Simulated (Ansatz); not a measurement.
# TeP: the cost of one run

Computed with Ansatz 0.2.0 (DFT PBE, scalar-relativistic, plane waves, PAW, unless a step's input says otherwise).

### 1 The structure to begin with

The structure is hexagonal, space group P6_3/mmc (No. 194). Conventional cell: a = 4.161 Å, b = 4.161 Å, c = 5.903 Å, α = 90.00°, β = 90.00°, γ = 120.00°. Te (site symmetry -6m2) is surrounded by 6 P at 2.82 Å. Around P (site symmetry -3m) lie 6 Te at 2.82 Å and 2 P at 2.95 Å.

Coordinates:

```
CELL_PARAMETERS angstrom
4.16129 0.00000 0.00000
-2.08064 3.60378 0.00000
0.00000 0.00000 5.90298
ATOMIC_POSITIONS crystal
Te 0.33333 0.66667 0.25000
Te 0.66667 0.33333 0.75000
P 0.00000 0.00000 0.00000
P 0.00000 0.00000 0.50000
```

The cell is invented: species swapped into a database cell of TeRh (P6_3/mmc, No. 194), with P on the Rh sites. Its size is a rough estimate.

### 2 The guess as it stands, on a coarse mesh

The input, input.yaml:

```yaml
crystal:
  lattice:
    - [4.16128674, 0.0, 0.0]
    - [-2.08064337, 3.60378003, 0.0]
    - [0.0, 0.0, 5.90297794]
  atoms:
    - { symbol: Te, position: [0.33333333, 0.66666667, 0.25] }
    - { symbol: Te, position: [0.66666667, 0.33333333, 0.75] }
    - { symbol: P, position: [0.0, 0.0, 0.0] }
    - { symbol: P, position: [0.0, 0.0, 0.5] }
basis:
  ecutwfc: 420
kpoints:
  mp_grid: { grid: [6, 6, 4] }
hamiltonian:
  xc: pbe
scf:
  occupations: { method: gaussian, width: 0.1 }
  lower_state_search: "off"
output:
  forces: true
  stress: true
  eigenvalues: true
```

Launch:

```sh
$ ansatz run input.yaml --threads 1 --pin off --max-ram 2560MiB --backend cpu --events-out ev --progress --plain --runs-dir out
```

Q: Estimate wall time and peak memory on 1 thread of Arm Neoverse V2, shared host.

About 2.3 s, with a peak of 0.34 GiB.
